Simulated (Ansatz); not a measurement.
Run this with Ansatz 0.2.0 through its Python package and show what comes out.

`ch4bnzn.py`:
```python
'''Run CH4BNZn from an input written out key by key.'''

import ansatz as az
import numpy as np

DECK = '''
crystal:
  periodic: [false, false, false]
  atoms:
    - { symbol: C, position_ang: [0.0245, 1.1625, -0.0739] }
    - { symbol: B, position_ang: [-0.2113, -0.369, -0.0569] }
    - { symbol: 'N', position_ang: [-0.0254, -1.701, 0.6198] }
    - { symbol: Zn, position_ang: [-0.8599, -2.0711, -0.9712] }
    - { symbol: H, position_ang: [0.5262, 1.5254, 0.8047] }
    - { symbol: H, position_ang: [0.5525, 1.511, -0.99] }
    - { symbol: H, position_ang: [-0.993, 1.6976, -0.1074] }
    - { symbol: H, position_ang: [1.0785, -1.8126, 0.7189] }
basis:
  gaussian: { orbitals: def2-SVP }
hamiltonian:
  xc: hf
output:
  forces: true
'''

session = az.Session.from_yaml(DECK)
r = session.plan(threads=1).execute().report

print('reference energy %16.6f eV' % r['reference_energy_ev'])
print('total energy     %16.6f eV' % r['free_energy_ev'])
print('occupied orbitals outside the frozen core (up, down):', r['n_occupied'], ' frozen:', r['n_frozen'], ' virtual:', r['n_virtual'])
symbols = ['C', 'B', 'N', 'Zn', 'H', 'H', 'H', 'H']
state = r['mean_field']['state']
print(f'mean field: {state["energy"]["hartree"]:.7f} Ha, <S^2> = {abs(state["spin_squared"]):.4f}, stability: {state.get("stability", {}).get("kind")}')

print('forces (eV/A)')
for symbol, f in zip(symbols, r['forces_ev_ang']):
    print(f'  {symbol:2s} {f[0]:9.4f} {f[1]:9.4f} {f[2]:9.4f}')
charges = r['charge_distribution']
dipole = np.array(charges['dipole_moment_e_ang']) * 4.803205
print('dipole (D): {:.3f} {:.3f} {:.3f}, length {:.3f}'.format(*dipole, np.linalg.norm(dipole)))
print('atom  Mulliken   Lowdin')
for symbol, m, l in zip(symbols, charges['mulliken_charges_e'], charges['lowdin_charges_e']):
    print(f'{symbol:4s} {m:9.3f} {l:8.3f}')
```

Output of `python ch4bnzn.py`:
```text
reference energy    -51611.597049 eV
total energy        -51611.597049 eV
occupied orbitals outside the frozen core (up, down): [26, 26]  frozen: 0  virtual: [67, 67]
mean field: -1896.6912079 Ha, <S^2> = 0.0000, stability: minimum
forces (eV/A)
  C    -1.4618    1.1941   -1.0609
  B     0.3273   -2.7328    2.2876
  N     4.7007    4.0465   -0.1998
  Zn   -2.1406   -1.6096   -2.9281
  H     0.4933    0.1374    0.5548
  H    -0.2227   -0.3954    0.6156
  H     1.4149   -0.9767    0.0595
  H    -3.1111    0.3365    0.6714
dipole (D): 1.615 0.284 -0.575, length 1.738
atom  Mulliken   Lowdin
C       -0.173   -0.004
B        0.292   -0.329
N       -0.648   -0.136
Zn       0.147    0.263
H        0.061    0.019
H        0.080    0.043
H        0.091    0.060
H        0.151    0.082
```

Total energies depend on the basis set; only differences at equal settings carry meaning. The geometry is a force-field or estimated start, not a minimum of this method, and the basis set is short of its limit. The Löwdin charges here are taken after orthogonalising the functions within each atom; they differ from plain Löwdin charges, and their signs can be unphysical. Timing: 1.8 s on 1 thread of Arm Neoverse V1 (shared host), peak memory 0.22 GiB.
